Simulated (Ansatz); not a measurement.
# CaBr (P-6m2): relaxation of cell and ions

What cell does CaBr (P-6m2) relax to? A script is to give a relaxation of cell and ions; the system is CaBr (P-6m2).

Program: Ansatz 0.2.0, driven from Python. Level of theory: DFT PBEsol, plane waves, PAW. These are calculated values, not measurements.

## Step 1: The system

Symmetry: P-6m2, No. 187, hexagonal system. The conventional cell has a = 3.917 Å, b = 3.917 Å, c = 4.341 Å, α = 90.00°, β = 90.00°, γ = 120.00°. Around Ca (site symmetry -6m2) lie 6 Br at 3.13 Å. Br (site symmetry -6m2) has 6 Ca at 3.13 Å as nearest neighbours.

cabr.cif, read by the script:

```cif
data_CaBr
_cell_length_a 3.917022
_cell_length_b 3.917022
_cell_length_c 4.341034
_cell_angle_alpha 90.00000
_cell_angle_beta 90.00000
_cell_angle_gamma 120.00000
_symmetry_space_group_name_H-M 'P 1'
_symmetry_Int_Tables_number 1
loop_
_symmetry_equiv_pos_as_xyz
'x, y, z'
loop_
_atom_site_label
_atom_site_type_symbol
_atom_site_fract_x
_atom_site_fract_y
_atom_site_fract_z
Ca1 Ca    0.000000    0.000000    0.000000
Br2 Br    0.333333    0.666667    0.500000
```

## Step 2: Script

File cabr_vcrelax.py:

```python
"""Relax cell and ions of CaBr."""

import itertools

import ansatz as az
from ase import Atoms
from ase.io import read
from ase.neighborlist import neighbor_list
import matplotlib.pyplot as plt
import numpy as np

def edges_and_angles(cell):
    cell = np.asarray(cell)
    a, b, c = np.linalg.norm(cell, axis=1)
    cosines = cell[1] @ cell[2] / (b * c), cell[0] @ cell[2] / (a * c), cell[0] @ cell[1] / (a * b)
    return (a, b, c, *np.degrees(np.arccos(cosines)))

atoms = read("cabr.cif")
system = az.Crystal.from_ase(atoms)

# every cell quantity that the symmetry leaves free
setup = (
    system.calculation()
    .basis(18 * az.Ha)
    .functional("pbesol")
    .occupations("fermi_dirac", width=0.1)
    .kpoints(8, 8, 6)
    .relax(cell=True)
    .density()
)
steps = []


def collect(event):
    if event["event"] == "relax_step":
        steps.append(event["data"])


out = setup.session().plan().execute(on_event=collect)
summary = out.report
print("step   energy (eV)     max comp. (eV/A)   P (GPa)  SCF")
for s in steps:
    print(f"{s['step']:4d} {s['lagrangian_ev']:15.5f} {s['allowed_force_max_ev_ang']:12.4f} {s['pressure_gpa']:10.3f} {s['n_scf']:5d}")

first, last = steps[0], steps[-1]
symbols = [site.symbol for site in out.lattice.sites]
print(f"energy gained {first['lagrangian_ev'] - last['lagrangian_ev']:.4f} eV in {len(steps) - 1} steps")
for label, vectors in (("before", first["cell_ang"]), ("after", out.lattice.cell_ang)):
    print(label, "a b c (A) {:.4f} {:.4f} {:.4f}  angles {:.2f} {:.2f} {:.2f}".format(*edges_and_angles(vectors)), f" V = {abs(np.linalg.det(vectors)):.3f} A^3")
print("final stress xx yy zz (GPa, compression positive):", np.round(np.diag(summary["stress_gpa"]), 3) + 0.0)

fig, (top, bottom) = plt.subplots(2, 1, sharex=True, figsize=(4.5, 4))
top.plot([s["lagrangian_ev"] - last["lagrangian_ev"] for s in steps], "o-")
top.set_ylabel("E - E(final) (eV)")
bottom.semilogy([max(s["allowed_force_max_ev_ang"], 1e-6) for s in steps], "s-")
bottom.set(xlabel="step", ylabel="largest force (eV/A)")
fig.tight_layout()
fig.savefig("relax.png", dpi=100)

print("relaxed fractional positions")
for site in out.lattice.sites:
    print(f"  {site.symbol:2s}", " ".join(f"{v % 1:8.5f}" for v in np.round(site.position_frac, 5)))

change = np.array(last["positions_ang"]) @ np.linalg.inv(last["cell_ang"]) - np.array(first["positions_ang"]) @ np.linalg.inv(first["cell_ang"])
moved = np.linalg.norm(change @ np.array(last["cell_ang"]), axis=1)
print("displacement within the cell, strain taken out (A):", " ".join(f"{s}:{d:.3f}" for s, d in zip(symbols, moved)))

final = Atoms(symbols, positions=last["positions_ang"], cell=out.lattice.cell_ang, pbc=True)
i, j, d = neighbor_list("ijd", final, 4.5)
print("neighbours within 1.2 times the shortest distance of each atom (A)")
for atom in range(len(final)):
    near = [m for m in np.argsort(d) if i[m] == atom]
    shell = [m for m in near if d[m] < 1.2 * d[near[0]]]
    print(f"{symbols[atom]}{atom} ({len(shell)}):", ", ".join(f"{symbols[j[m]]} {d[m]:.3f}" for m in shell))

n_atoms = len(summary["lattice"]["sites"])
print("F =", round(summary["free_energy_ev"], 4), "eV for", n_atoms, "atoms")
print("E(sigma -> 0) =", round(summary["energy_sigma0_ev"], 4), "eV, TS =", round(summary["entropy_ts_ev"], 5), "eV")
print("closed by", summary["closed_by"], "after", summary["n_iterations"], "iterations")

print(setup.to_yaml())

# valence electrons inside a sphere about each atom
rho = out.density()
total = sum(channel.density_e_per_ang3 for channel in rho.channels[:2])
grid_cell = np.asarray(rho.fft_grid_basis) @ out.lattice.cell_ang
mesh = np.stack(np.meshgrid(*[np.arange(n) / n for n in rho.dims], indexing="ij"), axis=-1)
for site in out.lattice.sites:
    offset = mesh - site.position_ang @ np.linalg.inv(grid_cell)
    offset -= offset.round()
    distance = np.min([np.linalg.norm((offset + shift) @ grid_cell, axis=-1) for shift in itertools.product((-1, 0, 1), repeat=3)], axis=0)
    inside = [total[distance < radius].sum() * rho.cell_volume_ang3 / total.size for radius in (0.8, 1.0, 1.2)]
    print(site.symbol, "electrons within 0.8, 1.0, 1.2 A:", np.round(inside, 2))
```

## Step 3: Running it

Run with:

```sh
$ python cabr_vcrelax.py
```

Standard output, shortened:

```text
[...]
step   energy (eV)     max comp. (eV/A)   P (GPa)  SCF
   1     -4532.80672       0.0000     -1.608     7
   2     -4532.82450       0.0000     -0.696     5
   3     -4532.82820       0.0000      0.108     5
   4     -4532.82828       0.0000     -0.003     4
   5     -4532.82814       0.0000     -0.005     4
energy gained 0.0214 eV in 4 steps
before a b c (A) 3.9170 3.9170 4.3410  angles 90.00 90.00 120.00  V = 57.681 A^3
after a b c (A) 3.8304 3.8304 4.2279  angles 90.00 90.00 120.00  V = 53.720 A^3
final stress xx yy zz (GPa, compression positive): [ 0.002  0.002 -0.02 ]
relaxed fractional positions
  Ca  0.00000  0.00000  0.00000
  Br  0.33333  0.66667  0.50000
displacement within the cell, strain taken out (A): Ca:0.000 Br:0.000
neighbours within 1.2 times the shortest distance of each atom (A)
Ca0 (6): Br 3.059, Br 3.059, Br 3.059, Br 3.059, Br 3.059, Br 3.059
Br1 (6): Ca 3.059, Ca 3.059, Ca 3.059, Ca 3.059, Ca 3.059, Ca 3.059
F = -4532.8281 eV for 2 atoms
E(sigma -> 0) = -4532.79 eV, TS = 0.07637 eV
closed by deck_thresholds after 4 iterations
crystal:
  lattice:
    - [3.917022, 0.0, 0.0]
    - [-1.958510999999999, 3.3922405591825293, 0.0]
    - [0.0, 0.0, 4.341034]
  atoms:
    - { symbol: Ca, position: [0.0, 0.0, 0.0] }
    - { symbol: Br, position: [0.333333, 0.666667, 0.5] }
basis:
  ecutwfc: 489.804952427784
kpoints:
  mp_grid:
    grid: [8, 8, 6]
hamiltonian:
  xc: pbesol
scf:
  occupations:
    method: fermi_dirac
    width: 0.1
relax:
  cell: {}
output:
  write_density: true
Ca electrons within 0.8, 1.0, 1.2 A: [6.07 7.38 8.04]
Br electrons within 0.8, 1.0, 1.2 A: [2.19 3.79 5.12]
```

(Warnings from the package without file and line, shortened.)

Wall time 16 s (1 thread of Arm Neoverse V2, shared host); peak memory 0.5 GiB.

Lines on the test bed's own set-up are left out of the output.

## Step 4: The run's own record

The report of the run holds:

| item | value |
| --- | --- |
| SCF cycles in all | 25 |
| k-points solved | 40 |
| plane waves | 1299 |
| bands | 13 |
| valence electrons | 17 |
| free energy (eV) | -4532.82814 |
| Fermi level (eV) | 8.566 |
| pressure (GPa; positive when compressed) | -0.01 |

## Step 5: Path of the relaxation

The steps of the relaxation:

```
step  E - E(step 1) (eV/cell)  largest force component (eV/Å)  pressure (GPa)  volume (Å³)
   1                   0.0000                          0.0000           -1.61        57.68
   2                  -0.0178                          0.0000           -0.70        55.25
   3                  -0.0215                          0.0000            0.11        53.51
   4                  -0.0216                          0.0000            0.00        53.72
   5                  -0.0214                          0.0000           -0.01        53.72
```

Step 1 is the start. Step 5 repeats the geometry before it on a plane-wave basis chosen anew for that cell, so its energy need not be comparable with the rows above.

|  | before | after | change |
| --- | --- | --- | --- |
| a (Å) | 3.917 | 3.830 | -2.2 % |
| b (Å) | 3.917 | 3.830 | -2.2 % |
| c (Å) | 4.341 | 4.228 | -2.6 % |
| volume (Å³/atom) | 28.84 | 26.86 | -6.9 % |
| shortest distance (Å) | 3.135 | 3.059 | -2.4 % |
| space group (0.01 Å) | P-6m2 | P-6m2 | same |

Forces and stress were held to the start's 12 operations: a distortion of lower symmetry was not tested.

## Step 6: Outcome

| quantity | value |
| --- | --- |
| free energy | -4532.8281 eV (-2266.4141 eV/atom) |
| moves of the relaxation | 3 |
| energy gained (ahead of the last change of basis) | 10.8 meV/atom |
| last largest force component | 0.0000 eV/Å |
| relaxed conventional cell | a = 3.830 Å, b = 3.830 Å, c = 4.228 Å, α = 90.00°, β = 90.00°, γ = 120.00° |
| space group at the end | P-6m2 |

In words: Over 3 moves the cell shrank by 6.9 % in volume, and the space group stayed P-6m2. What to keep in mind:
- The cell holds an odd number of electrons and is run without spin, so a magnetic state may lie lower.
- Forces vanish by symmetry, so the ions can't move, and the end may be a saddle.
- For a metal this k-point mesh is coarse: on a finer one energies can move by several to tens of meV an atom and pressures by half a GPa or more, differences at one mesh by less.
- Energies along a relaxation are free energies. Rows at an unchanged volume are solved on a plane-wave basis chosen afresh for that cell, so the energy jumps there and such rows are no steps of the walk.
- Densities and potentials on the grid are those of the valence electrons, and inside the cores they hang on the potentials used.
- This cell is a computed structure, which may not be the phase found in nature.
